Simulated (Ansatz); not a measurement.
# CoH4Br: the cost of one run

Method: DFT PBE, scalar-relativistic, plane waves, PAW, in Ansatz 0.2.0.

## Step 1: The system as given

The structure is cubic, space group F-43m (No. 216). Conventional cell: a = 6.741 Å, b = 6.741 Å, c = 6.741 Å, α = 90.00°, β = 90.00°, γ = 90.00°. Around Co (site symmetry -43m) lie 4 H at 1.20 Å. H (site symmetry 3m) is surrounded by 1 Co at 1.20 Å. Br (site symmetry -43m) is surrounded by 12 H at 2.85 Å.

Coordinates:

```xyz
6
Lattice="0.0000 3.3705 3.3705 3.3705 0.0000 3.3705 3.3705 3.3705 0.0000" Properties=species:S:1:pos:R:3 pbc="T T T"
Co    3.3705    3.3705    3.3705
H     4.0609    2.6801    2.6801
H     4.0609    4.0609    4.0609
H     2.6801    4.0609    2.6801
H     2.6801    2.6801    4.0609
Br    0.0000    0.0000    0.0000
```

The cell is invented: species swapped into a database cell of RbBH4 (F-43m, No. 216), with Br on the Rb sites and Co on the B sites. The dimensions are guesses.

## Step 2: A first look at the guess

Input file input.yaml:

```yaml
crystal:
  lattice:
    - [0.0, 3.37052652, 3.37052652]
    - [3.37052652, 0.0, 3.37052652]
    - [3.37052652, 3.37052652, 0.0]
  atoms:
    - { symbol: Co, position: [0.5, 0.5, 0.5], spin: 3.0 }
    - { symbol: H, position: [0.19275439, 0.6024152, 0.6024152] }
    - { symbol: H, position: [0.6024152, 0.6024152, 0.6024152] }
    - { symbol: H, position: [0.6024152, 0.19275439, 0.6024152] }
    - { symbol: H, position: [0.6024152, 0.6024152, 0.19275439] }
    - { symbol: Br, position: [0.0, 0.0, 0.0] }
basis:
  ecutwfc: 420
kpoints:
  mp_grid: { grid: [4, 4, 4] }
hamiltonian:
  xc: pbe
scf:
  occupations: { method: gaussian, width: 0.1 }
  lower_state_search: "off"
output:
  forces: true
  stress: true
  eigenvalues: true
  populations: true
magnetization:
  spin_polarized: true
```

Command:

```bash
ansatz run input.yaml --threads 1 --pin off --max-ram 2048MiB --backend cpu --events-out ev --progress --plain --runs-dir out
```

**Question.** How long does this run take on 1 thread of Arm Neoverse V2, shared host, and how much memory does it need?

About 6.1 s, with a peak of 0.37 GiB.
